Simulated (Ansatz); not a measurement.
# VH: pressure up to the limit of the methods

The task here is to estimate one member of a computed series from the others.

Computed with Ansatz 0.2.0 (DFT, r2SCAN, PAW with Ansatz's default frozen-core files, scalar-relativistic, unless a step's input says otherwise).

1 further run of the same task is left out (it didn't finish).

### The starting structure

The structure is cubic, space group Fm-3m (No. 225). The conventional cell has a = 3.928 Å, b = 3.928 Å, c = 3.928 Å, α = 90.00°, β = 90.00°, γ = 90.00°. V (site symmetry m-3m) is surrounded by 6 H at 1.96 Å. Around H (site symmetry m-3m) lie 6 V at 1.96 Å.

Coordinates:

```xyz
2
Lattice="0.0000 1.9638 1.9638 1.9638 0.0000 1.9638 1.9638 1.9638 0.0000" Properties=species:S:1:pos:R:3 pbc="T T T"
V     0.0000    0.0000    0.0000
H     1.9638    1.9638    1.9638
```

Whether this phase is the stable one at these pressures isn't tested.

Atoms are numbered in the order of the input: V1, H2.

The first run:

input.yaml

```yaml
crystal:
  lattice:
    - [0.0, 1.96375358, 1.96375358]
    - [1.96375358, 0.0, 1.96375358]
    - [1.96375358, 1.96375358, 0.0]
  atoms:
    - { symbol: V, position: [0.0, 0.0, 0.0] }
    - { symbol: H, position: [0.5, 0.5, 0.5] }
kpoints:
  mp_grid: { grid: [16, 16, 16] }
  band_path:
    path:
      - [0.0, 0.0, 0.0]
      - [0.5, 0.0, 0.5]
      - [0.625, 0.25, 0.625]
      - [0.375, 0.375, 0.75]
      - [0.0, 0.0, 0.0]
      - [0.5, 0.5, 0.5]
      - [0.5, 0.25, 0.75]
      - [0.5, 0.0, 0.5]
    npoints: 6
scf:
  occupations: { method: fermi_dirac, width: 0.05 }
hamiltonian:
  xc: r2scan
  pseudopotentials: { kind: paw }
output:
  forces: true
  stress: true
  eigenvalues: true
  efg: { contact_densities: true }
  populations: true
```

On the command line:

```bash
$ ansatz run input.yaml --threads 1 --pin off --max-ram 2048MiB --backend cpu --events-out ev --progress --plain --runs-dir out
```

Steps of the session up to this table: Volume scaled by 1, PAW; Volume scaled by 0.8, PAW; Volume scaled by 0.75, PAW; Volume scaled by 0.45, PAW.

One table of the session follows, with a row left open; its other results are not shown here.

| method | volume over the first | volume (Å³/atom) | pressure (GPa) |
| --- | --- | --- | --- |
| PAW | 1 | 7.573 | -0.77 |
| PAW | 0.8 | ? | ? |
| PAW | 0.75 | 5.680 | 103.59 |
| PAW | 0.45 | 3.408 | 724.38 |

Q: Estimate the row for PAW, 0.8 from the others.

The run gave: volume (Å³/atom): 6.058; pressure (GPa): 70.80. In the column «volume (Å³/atom)» it lies between PAW, 0.75 (5.680) and PAW, 1 (7.573).
